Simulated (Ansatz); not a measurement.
# SnH4+ (quartet): wave-function methods side by side, def2-SVP

One table from this session's results is given with a row withheld; the runs are named, their logs left out.

Computed with Ansatz 0.2.0, Gaussian basis. Level: def2-SVP, core rule «outside noble gas», up to 9 orbitals frozen.

Plan: UHF; CCSD(T) on ROHF; CCSD(T) on UHF; BCCD(T) on ROHF; CISD; CCSDT(Q) on ROHF; CCSDT(Q) on UHF; CASSCF and MRCISD+Q, 7 electrons in 8 orbitals; CASSCF and NEVPT2, 7 electrons in 8 orbitals.

13 further runs of the same task are left out: 6 that didn't finish, 7 set aside as unsound or not needed.

## The geometry

The geometry is a PBE0/def2-TZVP stationary point (not a proven minimum) of the parent state, kept for this charge and spin. No spin-orbit coupling is included. Elements past krypton take def2 core potentials.

5 atoms, charge 1, spin multiplicity 4.

Atoms are counted from 1 here; the program's logs count them from 0.

Bond lengths: Sn1–H2 1.727 Å, Sn1–H3 1.727 Å, Sn1–H4 1.727 Å, Sn1–H5 1.727 Å. Angles: H2–Sn1–H3 96.4°, H2–Sn1–H4 96.4°, H2–Sn1–H5 140.9°, H3–Sn1–H4 140.9°, H3–Sn1–H5 96.4°, H4–Sn1–H5 96.4°.

The first run:

in.yaml reads:

```yaml
crystal:
  periodic: [false, false, false]
  atoms:
    - {symbol: Sn, position_ang: [0.000000, 0.000000, 0.000000]}
    - {symbol: H, position_ang: [0.576108, 1.151605, 1.150289]}
    - {symbol: H, position_ang: [-0.582086, -1.148326, 1.150558]}
    - {symbol: H, position_ang: [-0.574264, 1.149248, -1.153563]}
    - {symbol: H, position_ang: [0.580242, -1.152528, -1.147283]}
basis:
  gaussian: {orbitals: def2-SVP}
total_charge: 1
magnetization: {spin_polarized: true, initial_magnetization: 3}
hamiltonian: {xc: hf}
output: {orbitals: {seedname: orbitals}}
```

Run with:

```bash
$ ansatz run in.yaml --threads 1 --pin off --events-out ev --progress --plain --max-ram 2393MiB
```

Among the steps run: UHF; CCSD(T) on ROHF; CCSD(T) on UHF; BCCD(T) on ROHF; CISD; CCSDT(Q) on ROHF; CCSDT(Q) on UHF; CASSCF and MRCISD+Q, 7 electrons in 8 orbitals; CASSCF and NEVPT2, 7 electrons in 8 orbitals.

One of the session's tables, all rows but one given; the rest of the session is left out.

It belongs to the step «Misses and costs». 

| method | from UCCSDT(Q) (meV) |
| --- | --- |
| ROHF | +2582.1 |
| UHF | +2511.1 |
| RMP2 | +748.0 |
| UMP2 | +730.0 |
| RCCSD | +97.7 |
| UCCSD | +84.7 |
| RCCSD(T) | +37.3 |
| UCCSD(T) | +25.4 |
| BCCD(T) | +35.6 |
| RCCSDT | ? |
| UCCSDT | +2.1 |
| RCCSDT(Q) | +12.0 |
| UCCSDT(Q) | 0 |
| CASSCF valence | +1388.4 |
| NEVPT2 valence | +388.0 |
| MRCISD valence | +71.0 |
| MRCISD+Q valence | +29.3 |

**Question.** Estimate the row for RCCSDT.

**Answer.** from UCCSDT(Q) (meV): +14.1. In the column «from UCCSDT(Q) (meV)» it lies between RCCSDT(Q) (+12.0) and UCCSD(T) (+25.4).

Not comparable, so not listed: CISD (they don't share determinant, frozen orbitals or solution with the rows shown, or repeat one).

To keep in mind: Restricted and unrestricted rows rest on different reference determinants; where their highest levels disagree by more than a few hundredths of an eV, they describe different states and don't form one ladder.
